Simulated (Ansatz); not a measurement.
A run of Ansatz 0.2.0:

The input input.yaml:

```yaml
crystal:
  lattice:
    - [4.432465, 0.0, 0.0]
    - [0.0, 4.432465, 0.0]
    - [0.0, 0.0, 4.432465]
  atoms:
    - { symbol: Se, position: [0.0, 0.0, 0.0] }
    - { symbol: Ga, position: [0.5, 0.5, 0.0] }
    - { symbol: Ga, position: [0.5, 0.0, 0.5] }
    - { symbol: Ga, position: [0.0, 0.5, 0.5] }
hamiltonian:
  xc: r2scan
  pseudopotentials: { kind: paw }
kpoints:
  mp_grid: { grid: [6, 6, 6] }
  band_path:
    path:
      - [[0.0, 0.0, 0.0], [0.0, 0.5, 0.0], [0.5, 0.5, 0.0], [0.0, 0.0, 0.0], [0.5, 0.5, 0.5], [0.0, 0.5, 0.0]]
      - [[0.5, 0.5, 0.0], [0.5, 0.5, 0.5]]
    npoints: 14
scf:
  occupations: { method: fermi_dirac, width: 0.05 }
  n_extra_bands: 10
output:
  forces: true
  stress: true
  eigenvalues: true
  fatbands: false
  write_density: true
  write_potential: true
  elf: true
  volumetric_format: npy
```

Potentials or basis: Ansatz PAW.

Command:

```console
$ ansatz run input.yaml --threads 2 --pin off --max-ram 5632MiB --backend cpu --events-out ev --progress --plain --runs-dir out
```

Hardware: 2 threads of Arm Neoverse V2, with other jobs on the host.

Question: Estimate the wall time of this run.

Answer: Run time: 9.2 s on 2 threads of Arm Neoverse V2, on a shared host, peak memory 0.6 GiB. Counts: scf iterations 8, plane waves 2205, k points 20, bands 38.
